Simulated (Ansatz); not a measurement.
# Si2Ni: the cost of one run

Method: DFT PBE, scalar-relativistic, plane waves, PAW, in Ansatz 0.2.0.

The COD entry's cell or inner coordinates are ideal or old and differ from later refinements, so a difference from it is no clean test against experiment.

29 further runs of the same task are left out: 1 for a known fault of the program, 28 set aside as unsound or not needed. Runs told in other sessions of the task aren't counted.

### Step 1. Starting point

The structure is cubic, space group Fm-3m (No. 225). The conventional cell has a = 5.446 Å, b = 5.446 Å, c = 5.446 Å, α = 90.00°, β = 90.00°, γ = 90.00°. Around Si (site symmetry -43m) lie 4 Ni at 2.36 Å. Ni (site symmetry m-3m) is surrounded by 8 Si at 2.36 Å.

Structure file:

```xyz
3
Lattice="0.0000 2.7232 2.7232 2.7232 0.0000 2.7232 2.7232 2.7232 0.0000" Properties=species:S:1:pos:R:3 pbc="T T T"
Si    1.3616    1.3616    1.3616
Si    4.0848    4.0848    4.0848
Ni    0.0000    0.0000    0.0000
```

This cell was relaxed beforehand with the same method: volume 13.46 Å³/atom, gap on the mesh none (metal).

### Step 2. Plan of the line

The energy is mapped over volume and a fixed ferromagnetic moment.

First coordinate, volume per atom: 7 values from 11.04 to 15.89 Å³. Second coordinate, total spin moment of the cell, held fixed: 9 values from 0.000 to 1.000 μB.

Nothing else is relaxed (shape and fractional coordinates fixed). Points are written as (first, second).

### Step 3. Grid point (11.04 Å³, 0.000 μB)

The input, input.yaml:

```yaml
crystal:
  lattice:
    - [0.0, 2.5488268344, 2.5488268344]
    - [2.5488268344, 0.0, 2.5488268344]
    - [2.5488268344, 2.5488268344, 0.0]
  atoms:
    - { symbol: Si, position: [0.25, 0.25, 0.25] }
    - { symbol: Si, position: [0.75, 0.75, 0.75] }
    - { symbol: Ni, position: [0.0, 0.0, 0.0] }
basis:
  ecutwfc: 520.0
kpoints:
  mp_grid: { grid: [14, 14, 14] }
hamiltonian:
  xc: pbe
  pseudopotentials: { kind: paw, azcp: { folder: soft_1 } }
scf:
  occupations: { method: gaussian, width: 0.15 }
  lower_state_search: "off"
output:
  forces: true
  stress: true
  eigenvalues: true
```

Command:

```sh
$ ansatz run input.yaml --threads 2 --pin off --max-ram 4096MiB --backend cpu --events-out ev --progress --plain --runs-dir out
```

What time and memory should one allow on 2 threads of Arm Neoverse N1, shared host?

About 4.8 s, with a peak of 0.35 GiB.
